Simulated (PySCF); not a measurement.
# C2H5NOSn (SnH2Me(NCO)): the cost of one run

Computed with PySCF 2.14.0 and routines of our own; the level stands in each step. Atoms count from 0.

## 1. The starting structure

10 atoms, charge 0, multiplicity 1; geometry from: GFN2-xTB.

## 2. Geometry optimisation at PBE0-D3(BJ)/def2-SVP

The job: settings as JSON, then the geometry in Å.

```
{"job": {"xc": "PBE0", "basis": "def2-SVP", "d3": "d3bj", "grid": 1, "maxiter": 30, "shake": 0.03, "kind": "geom"}, "charge": 0, "multiplicity": 1}
Sn     0.854360    -0.032120     0.650530
H      0.647740    -0.171450     2.286010
H      2.320460    -0.165630     0.130150
C     -0.189460     1.696430    -0.242730
H      0.115770     2.616740     0.062880
H     -1.342870     1.648540     0.059660
H     -0.199510     1.623040    -1.313490
N     -0.011030    -1.592750    -0.058680
C     -0.721770    -2.421220    -0.518570
O     -1.349040    -3.278320    -1.051350
```

Run with:

```bash
> OMP_NUM_THREADS=1 python heavy_run.py task.json out
```

The driver reads the jobs from task.json and runs them one after another.

Q: Estimate the wall time and peak memory of this first job on 1 thread of Arm Neoverse V1, shared host.

About 30 s, with a peak of 0.42 GiB.
